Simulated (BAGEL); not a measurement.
**One shape, several levels: singlet C2H6Si2**

Aim: a comparison of 6 runs (HF/3-21G, HF/cc-pVDZ, B3LYP/6-31G*, B3LYP/cc-pVDZ, PBE0/cc-pVDZ, RI-MP2/cc-pVDZ) of singlet C2H6Si2. 

Program for the calculation: BAGEL 1.2.2.

2 further runs of the same task are left out: 2 set aside as unsound or not needed.

### Step 1. Starting point

C2H6Si2 has 10 atoms, charge 0, and is taken as a singlet. SMILES of the parent species: `C=C[Si][SiH3]`. The shape is that of a GFN2-xTB optimisation. This is one conformer, not always the lowest. That shape belongs to the parent species and isn't relaxed for this state.

Bond lengths: C1–C2 1.343 Å, C2–Si3 1.858 Å, Si3–Si4 2.276 Å, C1–H5 1.078 Å, C1–H6 1.078 Å, C2–H7 1.084 Å, Si4–H8 1.472 Å, Si4–H9 1.468 Å, Si4–H10 1.470 Å. Some angles: C1–C2–Si3 123.8°, C2–Si3–Si4 126.7°, C1–C2–H7 117.8°, Si3–C2–H7 118.4°, C2–C1–H5 122.1°, C2–C1–H6 121.9°, Si3–Si4–H8 114.1°, Si3–Si4–H9 105.5°, Si3–Si4–H10 116.6°, H5–C1–H6 116.0°.

### Step 2. The energy at HF/3-21G (density fitting with qzvpp-jkfit) (run 1)

hf.json

```json
{ "bagel": [

{
  "title": "molecule",
  "basis": "3-21g",
  "df_basis": "qzvpp-jkfit",
  "angstrom": true,
  "geometry": [
    { "atom": "C", "xyz": [   -0.480580,    1.173710,   -1.536960 ] },
    { "atom": "C", "xyz": [    0.789720,    0.811770,   -1.296000 ] },
    { "atom": "Si", "xyz": [    1.304440,   -0.261300,    0.130290 ] },
    { "atom": "Si", "xyz": [   -0.063370,   -1.202460,    1.687760 ] },
    { "atom": "H", "xyz": [   -0.749190,    1.804830,   -2.368200 ] },
    { "atom": "H", "xyz": [   -1.294260,    0.849010,   -0.908250 ] },
    { "atom": "H", "xyz": [    1.556590,    1.175980,   -1.970720 ] },
    { "atom": "H", "xyz": [   -0.754460,   -2.416790,    1.224210 ] },
    { "atom": "H", "xyz": [    0.813870,   -1.589550,    2.799410 ] },
    { "atom": "H", "xyz": [   -1.122760,   -0.345190,    2.238470 ] }
  ]
},
{ "title": "hf" },
{ "title": "print", "file": "orbitals.molden", "orbitals": true }

]}
```

Launch:

```
$ BAGEL_NUM_THREADS=1 BAGEL hf.json > hf.out
```

Standard output:

```text
* using 1 threads per process

  ===============================================================
  ===============================================================

  *** Geometry ***

  { "atom" : "C", "xyz" : [     -0.908165,      2.217990,     -2.904433 ] },
  { "atom" : "C", "xyz" : [      1.492355,      1.534023,     -2.449085 ] },
  { "atom" : "Si", "xyz" : [      2.465034,     -0.493785,      0.246212 ] },
  { "atom" : "Si", "xyz" : [     -0.119752,     -2.272320,      3.189404 ] },
  { "atom" : "H", "xyz" : [     -1.415764,      3.410634,     -4.475249 ] },
  { "atom" : "H", "xyz" : [     -2.445797,      1.604396,     -1.716344 ] },
  { "atom" : "H", "xyz" : [      2.941529,      2.222280,     -3.724121 ] },
  { "atom" : "H", "xyz" : [     -1.425723,     -4.567071,      2.313422 ] },
  { "atom" : "H", "xyz" : [      1.537991,     -3.003814,      5.290118 ] },
  { "atom" : "H", "xyz" : [     -2.121709,     -0.652315,      4.230095 ] },

  Number of auxiliary basis functions:      514

  Since a DF basis is specified, we compute 2- and 3-index integrals:
    o Being stored without compression. Storage requirement is 0.013 GB

  Number of basis functions:       56
  Number of electrons      :       46

    * METHOD: MOLECULE                             0.18

  *** RHF ***

  === Nuclear Repulsion ===
   176.9512131756

      * DIIS with orbital gradients will be used.

  === RHF iteration (3-21g) ===
      0       -653.42364432          0.01233798           0.04
      1       -653.47662606          0.00398269           0.04
      2       -653.48272724          0.00140308           0.04
      3       -653.48363950          0.00025371           0.04
      4       -653.48369500          0.00011221           0.04
      5       -653.48371607          0.00003282           0.04
      6       -653.48371866          0.00001273           0.04
      7       -653.48371906          0.00000711           0.04
      8       -653.48371920          0.00000480           0.04
      9       -653.48371930          0.00000202           0.04
     10       -653.48371932          0.00000070           0.04
     11       -653.48371932          0.00000031           0.04
     12       -653.48371932          0.00000011           0.04
     13       -653.48371932          0.00000004           0.04
     14       -653.48371932          0.00000002           0.04
     15       -653.48371932          0.00000001           0.04
    * SCF iteration converged.

    * Permanent dipole moment:
           (    0.885588,    -0.560424,     0.657965) a.u.

    * METHOD: HF                                   0.77

    * METHOD: PRINT                                0.01

  ===============================================================
```

Wall time 1.1 s (1 thread of Arm Neoverse V2, shared host); peak memory 0.093 GiB.

### Step 3. The energy at HF/cc-pVDZ (density fitting with qzvpp-jkfit) (run 2)

calc.json

```json
{ "bagel": [

{
  "title": "molecule",
  "basis": "cc-pvdz.json",
  "df_basis": "qzvpp-jkfit",
  "angstrom": true,
  "geometry": [
    { "atom": "C", "xyz": [   -0.480580,    1.173710,   -1.536960 ] },
    { "atom": "C", "xyz": [    0.789720,    0.811770,   -1.296000 ] },
    { "atom": "Si", "xyz": [    1.304440,   -0.261300,    0.130290 ] },
    { "atom": "Si", "xyz": [   -0.063370,   -1.202460,    1.687760 ] },
    { "atom": "H", "xyz": [   -0.749190,    1.804830,   -2.368200 ] },
    { "atom": "H", "xyz": [   -1.294260,    0.849010,   -0.908250 ] },
    { "atom": "H", "xyz": [    1.556590,    1.175980,   -1.970720 ] },
    { "atom": "H", "xyz": [   -0.754460,   -2.416790,    1.224210 ] },
    { "atom": "H", "xyz": [    0.813870,   -1.589550,    2.799410 ] },
    { "atom": "H", "xyz": [   -1.122760,   -0.345190,    2.238470 ] }
  ]
},
{ "title": "hf", "charge": 0 },
{ "title": "print", "file": "orbitals.molden", "orbitals": true }

]}
```

The basis set cc-pVDZ is read from a file made from the Basis Set Exchange's data (not shown).

Launch:

```
$ BAGEL_NUM_THREADS=1 BAGEL calc.json > calc.out
```

Standard output:

```text
* using 1 threads per process

  ===============================================================
  ===============================================================

  *** Geometry ***

  { "atom" : "C", "xyz" : [     -0.908165,      2.217990,     -2.904433 ] },
  { "atom" : "C", "xyz" : [      1.492355,      1.534023,     -2.449085 ] },
  { "atom" : "Si", "xyz" : [      2.465034,     -0.493785,      0.246212 ] },
  { "atom" : "Si", "xyz" : [     -0.119752,     -2.272320,      3.189404 ] },
  { "atom" : "H", "xyz" : [     -1.415764,      3.410634,     -4.475249 ] },
  { "atom" : "H", "xyz" : [     -2.445797,      1.604396,     -1.716344 ] },
  { "atom" : "H", "xyz" : [      2.941529,      2.222280,     -3.724121 ] },
  { "atom" : "H", "xyz" : [     -1.425723,     -4.567071,      2.313422 ] },
  { "atom" : "H", "xyz" : [      1.537991,     -3.003814,      5.290118 ] },
  { "atom" : "H", "xyz" : [     -2.121709,     -0.652315,      4.230095 ] },

  Number of auxiliary basis functions:      514

  Since a DF basis is specified, we compute 2- and 3-index integrals:
    o Being stored without compression. Storage requirement is 0.036 GB

  Number of basis functions:       94
  Number of electrons      :       46

    * METHOD: MOLECULE                             0.25

  *** RHF ***

  === Nuclear Repulsion ===
   176.9512131756

      * DIIS with orbital gradients will be used.

  === RHF iteration (cc-pvdz.json) ===
      0       -656.86186817          0.01053491           0.08
      1       -656.96830413          0.00443619           0.08
      2       -656.98260957          0.00147322           0.07
      3       -656.98517612          0.00033331           0.07
      4       -656.98532600          0.00013803           0.07
      5       -656.98536240          0.00004825           0.07
      6       -656.98536847          0.00001666           0.07
      7       -656.98536919          0.00000688           0.08
      8       -656.98536936          0.00000321           0.07
      9       -656.98536940          0.00000223           0.07
     10       -656.98536944          0.00000135           0.07
     11       -656.98536945          0.00000052           0.07
     12       -656.98536945          0.00000016           0.07
     13       -656.98536945          0.00000007           0.08
     14       -656.98536945          0.00000003           0.08
     15       -656.98536945          0.00000001           0.08
     16       -656.98536945          0.00000001           0.08
    * SCF iteration converged.

    * Permanent dipole moment:
           (    0.756727,    -0.506903,     0.574323) a.u.

    * METHOD: HF                                   1.47

    * METHOD: PRINT                                0.01

  ===============================================================
```

Run time: 1.9 s. Hardware: 1 thread of Arm Neoverse V2, shared host; peak memory 0.14 GiB.

Runs 3 to 5 aren't shown in full; the table further down has their settings and results.

### Step 4. The energy at RI-MP2/cc-pVDZ (density fitting with qzvpp-jkfit) (run 6)

job.json

```json
{ "bagel" : [

{
  "title" : "molecule",
  "basis" : "cc-pvdz.json",
  "df_basis" : "qzvpp-jkfit",
  "angstrom" : true,
  "geometry" : [
    { "atom" : "C", "xyz" : [   -0.480580,    1.173710,   -1.536960 ] },
    { "atom" : "C", "xyz" : [    0.789720,    0.811770,   -1.296000 ] },
    { "atom" : "Si", "xyz" : [    1.304440,   -0.261300,    0.130290 ] },
    { "atom" : "Si", "xyz" : [   -0.063370,   -1.202460,    1.687760 ] },
    { "atom" : "H", "xyz" : [   -0.749190,    1.804830,   -2.368200 ] },
    { "atom" : "H", "xyz" : [   -1.294260,    0.849010,   -0.908250 ] },
    { "atom" : "H", "xyz" : [    1.556590,    1.175980,   -1.970720 ] },
    { "atom" : "H", "xyz" : [   -0.754460,   -2.416790,    1.224210 ] },
    { "atom" : "H", "xyz" : [    0.813870,   -1.589550,    2.799410 ] },
    { "atom" : "H", "xyz" : [   -1.122760,   -0.345190,    2.238470 ] }
  ]
},
{
  "title" : "hf"
},
{
  "title" : "mp2",
  "ncore" : 12
}

]}
```

The basis set cc-pVDZ is read from a file made from the Basis Set Exchange's data (not shown).

Launch:

```
$ BAGEL_NUM_THREADS=1 BAGEL job.json > job.out
```

Standard output:

```text
* using 1 threads per process

  ===============================================================
  ===============================================================

  *** Geometry ***

  { "atom" : "C", "xyz" : [     -0.908165,      2.217990,     -2.904433 ] },
  { "atom" : "C", "xyz" : [      1.492355,      1.534023,     -2.449085 ] },
  { "atom" : "Si", "xyz" : [      2.465034,     -0.493785,      0.246212 ] },
[... 6 lines of this table left out ...]
  { "atom" : "H", "xyz" : [     -2.121709,     -0.652315,      4.230095 ] },

  Number of auxiliary basis functions:      514

  Since a DF basis is specified, we compute 2- and 3-index integrals:
    o Being stored without compression. Storage requirement is 0.036 GB

  Number of basis functions:       94
  Number of electrons      :       46

    * METHOD: MOLECULE                             0.25

  *** RHF ***

  === Nuclear Repulsion ===
   176.9512131756

      * DIIS with orbital gradients will be used.

  === RHF iteration (cc-pvdz.json) ===
      0       -656.86186817          0.01053491           0.08
      1       -656.96830413          0.00443619           0.08
      2       -656.98260957          0.00147322           0.08
[... 13 lines of this table left out ...]
     16       -656.98536945          0.00000001           0.08
    * SCF iteration converged.

    * Permanent dipole moment:
           (    0.756727,    -0.506903,     0.574323) a.u.

    * METHOD: HF                                   1.52

  *** RHF ***

  === Nuclear Repulsion ===
   176.9512131756

      * DIIS with orbital gradients will be used.

  === RHF iteration (cc-pvdz.json) ===
      0       -656.98536945          0.00000000           0.08
    * SCF iteration converged.

    * Permanent dipole moment:
           (    0.756727,    -0.506903,     0.574323) a.u.

  === DF-MP2 calculation ===

    * freezing 12 orbitals
    * 3-index integral transformation done
    * assembly done

      MP2 correlation energy:   -0.4464722644      0.04

      MP2 total energy:       -657.4318417175

    * METHOD: MP2                                  0.22

  ===============================================================
```

It took 2.1 s on 1 thread of Arm Neoverse V2, shared host; peak memory 0.14 GiB.

### Step 5. The series

| run | level | frozen core orbitals | energy (Eh) | dipole moment (D) | HOMO energy (eV) | LUMO energy (eV) | wall time |
| --- | --- | --- | --- | --- | --- | --- | --- |
| 1 | HF/3-21G (density fitting with qzvpp-jkfit) | – | -653.483719 | 3.15 | -7.21 | 0.19 | 1.1 s |
| 2 | HF/cc-pVDZ (density fitting with qzvpp-jkfit) | – | -656.985369 | 2.74 | -7.30 | 0.28 | 1.9 s |
| 3 | B3LYP/6-31G* (density fitting with qzvpp-jkfit, spherical functions) | – | -658.691722 | 2.88 | -4.88 | -3.10 | 9 s |
| 4 | B3LYP/cc-pVDZ (density fitting with qzvpp-jkfit) | – | -658.729564 | 2.53 | -4.95 | -3.15 | 11 s |
| 5 | PBE0/cc-pVDZ (density fitting with qzvpp-jkfit) | – | -658.342414 | 2.61 | -5.16 | -3.05 | 10 s |
| 6 | RI-MP2/cc-pVDZ (density fitting with qzvpp-jkfit) | 12 | -657.431842 | – | – | – | 2.1 s |

### Step 6. Summary of results

| quantity | value |
| --- | --- |
| run 6: total energy | -657.43184 Eh |
| run 6: correlation energy (12 core orbitals frozen) | -446.5 mEh |

**Reading.** Over runs 1, 2, 3, 4, 5 the dipole moment (its size) runs from 2.53 D (B3LYP/cc-pVDZ) to 3.15 D (HF/3-21G). The two ends differ in method and basis. Over runs 1, 2, 3, 4, 5 the HOMO–LUMO gap runs from 1.79 eV (B3LYP/6-31G*) to 7.58 eV (HF/cc-pVDZ). Totals of different functionals can't be ranked against each other. All runs together took 35 s, the longest 11 s.
